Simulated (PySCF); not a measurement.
# AlBr (Aluminum Monobromide): the cost of one run

Computed with PySCF 2.14.0 and routines of our own; the level stands in each step. Atoms count from 0.

## (1) The system as given

2 atoms, charge 0, multiplicity 1; geometry from: GFN2-xTB.

## (2) Relaxing the molecule at PBE0-D3(BJ)/def2-SVP

Job settings and geometry (Å):

```
{"job": {"xc": "PBE0", "basis": "def2-SVP", "d3": "d3bj", "grid": 1, "maxiter": 30, "shake": 0.01, "kind": "geom"}, "charge": 0, "multiplicity": 1}
Al     1.163790    -0.028470     0.001370
Br    -1.146300    -0.000340    -0.013490
```

Command:

```console
$ OMP_NUM_THREADS=1 python heavy_run.py task.json out
```

One launch serves the whole session: the jobs run in the order shown.

**Question.** How long does this first job take on 1 thread of Arm Neoverse V1, shared host, and how much memory does it need?

About 2.3 s, with a peak of 0.26 GiB.
